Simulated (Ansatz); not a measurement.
# YCl: pressure against volume

One table from this session's results is given with a row withheld; the runs are named, their logs left out.

Method: DFT PBEsol, scalar-relativistic, in Ansatz 0.2.0.

### Starting point

It takes space group R-3m (No. 166, trigonal). Conventional cell: a = 3.752 Å, b = 3.752 Å, c = 27.525 Å, α = 90.00°, β = 90.00°, γ = 120.00°. Y (site symmetry 3m) has 3 Cl at 2.75 Å in its first shell of neighbours. Cl (site symmetry 3m) is surrounded by 3 Y at 2.75 Å.

As a file:

```
Y Cl
1.0
     1.87615    1.08320    9.17500
    -1.87615    1.08320    9.17500
     0.00000   -2.16639    9.17500
Y Cl
2 2
Direct
  0.21683 0.21683 0.21683
  0.78317 0.78317 0.78317
  0.38830 0.38830 0.38830
  0.61170 0.61170 0.61170
```

Atoms are numbered in the order of the input: Y1, Y2, Cl3, Cl4.

Set-up of the first run:

The input, input.yaml:

```yaml
crystal:
  lattice:
    - [1.8378510882, 1.0610838204, 8.9877025475]
    - [-1.8378510882, 1.0610838204, 8.9877025475]
    - [0.0, -2.1221676409, 8.9877025475]
  atoms:
    - { symbol: "Y", position: [0.21683, 0.21683, 0.21683] }
    - { symbol: "Y", position: [0.78317, 0.78317, 0.78317] }
    - { symbol: Cl, position: [0.3883, 0.3883, 0.3883] }
    - { symbol: Cl, position: [0.6117, 0.6117, 0.6117] }
kpoints:
  mp_grid: { grid: [8, 8, 8] }
  band_path:
    path:
      - [0.0, 0.0, 0.0]
      - [0.5, 0.5, 0.5]
      - [0.8240413003, 0.1759586997, 0.5]
      - [0.5, -0.1759586997, 0.1759586997]
      - [0.5, 0.0, 0.0]
      - [0.0, 0.0, 0.0]
      - [0.3379793498, -0.3379793498, 0.0]
      - [0.6620206502, 0.0, 0.3379793498]
      - [0.5, 0.0, 0.5]
    npoints: 5
scf:
  occupations: { method: fermi_dirac, width: 0.02 }
hamiltonian:
  xc: pbesol
  pseudopotentials: { kind: all_electron, lapw: { basis_error: 0.001 } }
output:
  forces: true
  stress: true
  eigenvalues: true
```

Command:

```console
$ ansatz run input.yaml --threads 1 --pin off --max-ram 4096MiB --backend cpu --events-out ev --progress --plain --runs-dir out
```

Among the steps run: Volume × 0.94, LAPW; Volume × 0.94, PAW; Volume × 0.94, crystal datasets; Volume × 0.98, LAPW; Volume × 0.98, PAW; Volume × 0.98, crystal datasets; Volume × 1.01, LAPW; Volume × 1.01, PAW; Volume × 1.01, crystal datasets; Volume × 1.04, LAPW; Volume × 1.04, PAW; Volume × 1.04, crystal datasets.

One table of the session follows, with a row left open; its other results are not shown here.

It belongs to the step «The equation of state». 

| method | volume (Å³/atom) | largest force (eV/Å) |
| --- | --- | --- |
| LAPW | 26.291 | 0.432 |
| LAPW | 27.409 | 0.133 |
| LAPW | 28.248 | 0.147 |
| LAPW | 29.087 | 0.242 |
| PAW | 26.291 | 0.430 |
| PAW | 27.409 | 0.131 |
| PAW | 28.248 | 0.149 |
| PAW | 29.087 | ? |
| crystal datasets | 26.291 | 0.432 |
| crystal datasets | 27.409 | 0.134 |
| crystal datasets | 28.248 | 0.147 |
| crystal datasets | 29.087 | 0.242 |

**Question.** Estimate the row for PAW, 29.087.

As computed: largest force (eV/Å): 0.244. In the column «largest force (eV/Å)» it lies between crystal datasets, 29.087 (0.242) and PAW, 26.291 (0.430).

Caveats from the session: Warnings in the runs' records: gradients without spin orbit, crystal datasets made.
